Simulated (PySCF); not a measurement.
# C₂H₈GeSi: electronic excitations and core binding energies

Wanted: the electronic excitations and core binding energies of C₂H₈GeSi (`C=[CH][GeH2][SiH3]`), by calculation.

Programs: PySCF 2.14.0, with density-fitted response routines of our own. Each step states its level of theory. These are calculated values for one molecule in the gas phase, unless marked as measured. Atoms are numbered from 0 throughout.

### 1 The starting structure

12 atoms, charge 0, multiplicity 1; geometry from: GFN2-xTB.

Bonds of the start (Å): C0–C1 1.32, C1–Ge2 1.96, Ge2–Si3 2.34, C0–H4 1.08, C0–H5 1.08, C1–H6 1.08, Ge2–H7 1.51, Ge2–H8 1.52, Si3–H9 1.46, Si3–H10 1.46, Si3–H11 1.46.

### 2 TDDFT and polarisability: B3LYP/def2-SVPD

Job settings and geometry (Å):

```
{"job": {"kind": "uv", "xc": "B3LYP", "basis": "def2-SVPD", "nstates": 8, "ntriplets": 3}, "charge": 0, "multiplicity": 1}
C     -1.886830    -0.682157     0.413747
C     -1.492136     0.571529     0.263659
Ge     0.348121     1.091029    -0.146688
Si     1.848474    -0.692987    -0.320337
H     -1.194590    -1.505677     0.313645
H     -2.907864    -0.953013     0.640840
H     -2.222493     1.364967     0.371308
H      0.254985     1.958311    -1.385315
H      0.716427     2.125504     0.897233
H      3.223563    -0.217553    -0.468349
H      1.527932    -1.525008    -1.481468
H      1.785610    -1.535630     0.875699
```

With the program's defaults for keys left out, this is: TDDFT B3LYP/def2-SVPD, vertical, gas phase, core orbitals frozen in the response.

Started as:

```bash
$ OMP_NUM_THREADS=1 python probes_run.py task.json out
```

One launch serves the whole session: the jobs run in the order shown.

**Question.** This job is followed by: delta-SCF UKS SCAN, pcX-2 on the ionised atom, pcseg-1 elsewhere, spin-free X2C. Predict these results of the whole session: lowest singlet (B3LYP/def2-SVPD); brightest single state of those computed; lowest triplet; C1s binding energies, SCAN/pcX-2; Si1s binding energies, SCAN/pcX-2; Si2p binding energies, SCAN/pcX-2.

The runs gave:

| quantity | value |
| --- | --- |
| lowest singlet (B3LYP/def2-SVPD) | 6.51 eV (191 nm), f = 0.000 |
| brightest single state of those computed | state 4, 7.06 eV, f = 0.175 |
| lowest triplet | 4.48 eV |
| C1s binding energies, SCAN/pcX-2 | C0 290.26, C1 290.08 eV |
| Si1s binding energies, SCAN/pcX-2 | Si3 1846.28 eV |
| Si2p binding energies, SCAN/pcX-2 | Si3 106.83 eV |

**Reading.** The first singlet state (HOMO−1→LUMO 0.68, HOMO→LUMO+1 0.14) lies at 6.51 eV and is dark; of the 8 states computed, the strongest absorption comes from state 4 at 7.06 eV (the last state computed is bright too, and its partners may lie past the list). The lowest triplet lies 2.03 eV below the lowest singlet (triplets in Tamm-Dancoff, singlets in full TDDFT). C0 (terminal =CH2 carbon) binds its C1s electron 0.17 eV more tightly than C1 (alkene CH).
